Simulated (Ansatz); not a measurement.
# CH3OSSi (charge +1): a dynamics run in two tries

The task is a short trajectory. SMILES of the start: [SiH+]=COS.

Program: Ansatz 0.2.0. Level of theory: RKS B3LYP/def2-SVP. These are calculated values, not measurements.

## (1) Starting point

Bond lengths: Si1–C2 1.903 Å, C2–O3 1.355 Å, O3–S4 1.749 Å, Si1–H5 1.472 Å, C2–H6 1.095 Å, S4–H7 1.398 Å. Angles: Si1–C2–O3 110.1°, Si1–C2–H6 132.5°, O3–C2–H6 116.2°, C2–Si1–H5 99.1°, C2–O3–S4 106.6°, O3–S4–H7 93.0°.

Coordinates:

```xyz
7

Si   -1.2873    0.0541    0.7351
C     0.2986    0.9551    0.1928
O     1.2000    0.0634   -0.2839
S     0.2915   -1.3434   -0.7886
H    -2.2183    0.5991   -0.2664
H     0.6671    1.9718    0.3629
H     0.9376   -2.1801    0.1265
```

## (2) First attempt

File input.yaml:

```yaml
crystal:
  periodic: [false, false, false]
  atoms:
    - { symbol: Si, position_ang: [-1.287309, 0.054114, 0.735105] }
    - { symbol: C, position_ang: [0.298559, 0.95513, 0.192787] }
    - { symbol: O, position_ang: [1.199997, 0.063405, -0.283859] }
    - { symbol: S, position_ang: [0.291453, -1.343424, -0.788645] }
    - { symbol: H, position_ang: [-2.218294, 0.599095, -0.266428] }
    - { symbol: H, position_ang: [0.667132, 1.971841, 0.362941] }
    - { symbol: H, position_ang: [0.937575, -2.180089, 0.126452] }
total_charge: 1
basis:
  gaussian: { orbitals: def2-SVP }
hamiltonian:
  xc: b3lyp
md:
  timestep: 0.5
  n_steps: 25
  ensemble: nvt_langevin
  temperature: 1000.0
  initial_velocities: maxwell_boltzmann
  seed: 249319
  friction: 0.001
  dt: 0.5
```

Run with:

```
$ ansatz run input.yaml --threads 1 --pin off --max-ram 2048MiB --backend cpu --events-out ev --progress --plain --runs-dir out
```

Q: Predict the outcome of this session. Wanted: first try.

As calculated:

| quantity | value |
| --- | --- |
| first try | refused |
| cause | one key bears a name from other programs (dt, n_images) that this one doesn't know |

What this shows: The fault in the first input was caught at the input check and cost nothing.
